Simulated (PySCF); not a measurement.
# B2ClH3O: the cost of one run

Programs: PySCF 2.14.0, with density-fitted response routines of our own. Each step states its level of theory. These are calculated values for one molecule in the gas phase, unless marked as measured. Atoms count from 0, in the outputs and in this text.

### 1 The molecule as given

7 atoms, charge 0, multiplicity 1; geometry from: GFN2-xTB. The atoms were then displaced at random by about 0.01 Å, so the start is not that level's minimum.

Bonds of the start (Å): B0–O1 1.33, O1–B2 1.31, B2–Cl3 1.72, B0–H4 1.16, B0–H5 1.17, B2–H6 1.16.

### 2 Optimising the geometry at PBE0-D3(BJ)/def2-SVP

Job settings and geometry (Å):

```
{"job": {"xc": "PBE0", "basis": "def2-SVP", "d3": "d3bj", "grid": 1, "shake": 0.01, "kind": "geom"}, "charge": 0, "multiplicity": 1}
B      1.294250    -0.232470    -0.256610
O      0.035800    -0.117890     0.151890
B     -1.205670     0.048920     0.527140
Cl    -1.922810     1.591820     0.262970
H      2.146070     0.063600     0.465710
H      1.476690    -0.576860    -1.359760
H     -1.790380    -0.806220     1.058330
```

Run with:

```sh
> OMP_NUM_THREADS=1 python probes_run.py task.json out
```

The driver reads the jobs from task.json and runs them one after another.

Q: Estimate the wall time and peak memory of this first job on 1 thread of Arm Neoverse V1, shared host.

About 8.6 s, with a peak of 0.32 GiB.
